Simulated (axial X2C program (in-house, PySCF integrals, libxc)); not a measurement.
# PbS: properties at the nuclei

Wanted for PbS: properties at the nuclei, at the two-component level.

Method: two-component X2C with atomic mean-field terms, Pb dyall-cv3z, S dyall-av3z; program: an in-house X2C program for linear molecules on PySCF integrals.

All values are calculated.

## Step 1: Input

The input, task.json:

```json
{
 "zs": [
  82,
  16
 ],
 "q": 0,
 "bas": [
  "dyall-cv3z",
  "dyall-av3z"
 ],
 "r0": 2.29,
 "levels": [
  "PBE0",
  "HF",
  "B3LYP",
  "PBE50",
  "BP86"
 ],
 "nst": 3
}
```

Keys: zs atomic numbers; q charge; bas basis sets; r0 starting distance in Å; levels methods (HF also brings MP2); nst determinants followed.

Started as:

```
$ python soeom.py task.json out
```

Nuclei are Gaussian, cores are contracted, and the Gaunt term is on.

## Step 2: Expectation values, lowest determinant

R = 2.290 Å. State: Ω = 0 (closed shell).

Output of the PBE0 run:

```text
two-component X2C + atomic mean field  PBE0
basis functions 224  fitting functions 1176  grid points 5081
iter        total energy     max residual
   1     -21291.216237207     4.50e-05
   2     -21291.216237207     4.06e-06
converged
one-electron -29712.67988631  Coulomb 8559.21477377  exact exchange -103.53984060  xc functional -317.13663309  nuclear repulsion 303.17925796  atomic mean-field constant -20.25390894
```

The highest occupied spinor is 81% S p, 14% Pb p, 4% Pb d.

| level | qzz Pb (a.u.) | qzz S (a.u.) | μ (D) |
| --- | --- | --- | --- |
| PBE0 | -14.34 | 0.33 | -4.02 |
| HF | -18.10 | 0.63 | -4.73 |
| B3LYP | -13.61 | 0.26 | -3.88 |
| PBE50 | -15.85 | 0.46 | -4.32 |
| BP86 | -12.75 | 0.18 | -3.62 |

Eeff is the effective electric field on the electron dipole moment in this Ω state and Ws the scalar–pseudoscalar constant (defined with the proton number Z and per Ω); A∥ is the parallel hyperfine constant, which follows by multiplying with the nuclear g factor gI = μI/(I μN); qzz is the electric field gradient, eQq0 = 234.96 MHz × Q/barn × qzz; μ is positive if S is the positive end. The operators were transformed with the bare-nucleus X2C matrices.

## Step 3: Expectation values, a higher determinant

R = 2.290 Å. State: Ω = 1 (excess of +ω over −ω: ω = -1/2, ω = 3/2), 2.18 eV above the lowest in the PBE0 search for states (made at or near this distance, with looser thresholds).

Output of the PBE0 run:

```text
two-component X2C + atomic mean field  PBE0
basis functions 224  fitting functions 1176  grid points 5081
iter        total energy     max residual
   1     -21291.136121254     3.98e-05
   2     -21291.136121254     2.45e-06
converged
one-electron -29713.93405064  Coulomb 8560.57299844  exact exchange -103.55469482  xc functional -317.14572325  nuclear repulsion 303.17925796  atomic mean-field constant -20.25390894
```

The highest occupied spinor is 70% Pb p, 13% S p, 10% S d.

| level | Eeff magnitude (GV/cm) | Ws magnitude Pb (kHz) | A∥/gI Pb (MHz) | qzz Pb (a.u.) | A∥/gI S (MHz) | qzz S (a.u.) | μ (D) |
| --- | --- | --- | --- | --- | --- | --- | --- |
| PBE0 | 27.3 | 32 | -3650 | -5.37 | 244 | -0.99 | -1.30 |
| HF | 28.2 | 33.3 | -3850 | -6.77 | 288 | -0.91 | -1.44 |
| B3LYP | 28.9 | 33.8 | -3390 | -5.10 | 253 | -1.06 | -1.27 |
| PBE50 | 29.9 | 35.1 | -3810 | -5.80 | 260 | -0.93 | -1.41 |
| BP86 | 25 | 29.2 | -3470 | -4.87 | 235 | -1.07 | -1.13 |

## Step 4: Expectation values, a higher determinant

R = 2.290 Å. State: Ω = 1 (excess of +ω over −ω: 2 × ω = 1/2), 2.29 eV above the lowest in the PBE0 search for states (made at or near this distance, with looser thresholds).

Output of the PBE0 run:

```text
two-component X2C + atomic mean field  PBE0
basis functions 224  fitting functions 1176  grid points 5081
iter        total energy     max residual
   1     -21291.132138812     1.79e-05
   2     -21291.132138812     1.59e-06
converged
one-electron -29713.66414700  Coulomb 8560.30201759  exact exchange -103.55344243  xc functional -317.14191600  nuclear repulsion 303.17925796  atomic mean-field constant -20.25390894
```

The highest occupied spinor is 69% Pb p, 14% S p, 10% S d.

| level | Eeff magnitude (GV/cm) | Ws magnitude Pb (kHz) | A∥/gI Pb (MHz) | qzz Pb (a.u.) | A∥/gI S (MHz) | qzz S (a.u.) | μ (D) |
| --- | --- | --- | --- | --- | --- | --- | --- |
| PBE0 | 38.9 | 45.7 | 4100 | -5.36 | 674 | -0.47 | -1.53 |
| HF | 40.7 | 48.4 | 4080 | -6.64 | 629 | -0.52 | -1.62 |
| B3LYP | 40.1 | 46.9 | 3900 | -4.81 | 680 | -0.35 | -1.54 |
| PBE50 | 42 | 49.5 | 4160 | -5.81 | 662 | -0.49 | -1.61 |
| BP86 | 33.2 | 38.6 | 4150 | -4.24 | 684 | -0.16 | -1.46 |

## Step 5: Results

```
                                        quantity                                            value
                              lowest determinant                             Ω = 0 (closed shell)
                             qzz Pb (a.u.), PBE0                                           -14.34
                              qzz S (a.u.), PBE0                                             0.33
                                     μ (D), PBE0                                            -4.02
                              higher determinant  Ω = 1 (excess of +ω over −ω: ω = -1/2, ω = 3/2)
Eeff magnitude (GV/cm), PBE0, higher determinant                                             27.3
 Ws magnitude Pb (kHz), PBE0, higher determinant                                               32
        A∥/gI Pb (MHz), PBE0, higher determinant                                            -3650
         qzz Pb (a.u.), PBE0, higher determinant                                            -5.37
                              higher determinant        Ω = 1 (excess of +ω over −ω: 2 × ω = 1/2)
Eeff magnitude (GV/cm), PBE0, higher determinant                                             38.9
 Ws magnitude Pb (kHz), PBE0, higher determinant                                             45.7
        A∥/gI Pb (MHz), PBE0, higher determinant                                             4100
         qzz Pb (a.u.), PBE0, higher determinant                                            -5.36
```

**Reading.** The expectation values come from single determinants, which for open shells can mix terms of unlike spin or miss the lowest Ω, so a determinant need not be a state. Eeff is the effective electric field on the electron dipole moment in this Ω state and Ws the scalar–pseudoscalar constant (defined with the proton number Z and per Ω); A∥ is the parallel hyperfine constant, which follows by multiplying with the nuclear g factor gI = μI/(I μN); qzz is the electric field gradient, eQq0 = 234.96 MHz × Q/barn × qzz; μ is positive if S is the positive end. The operators were transformed with the bare-nucleus X2C matrices.
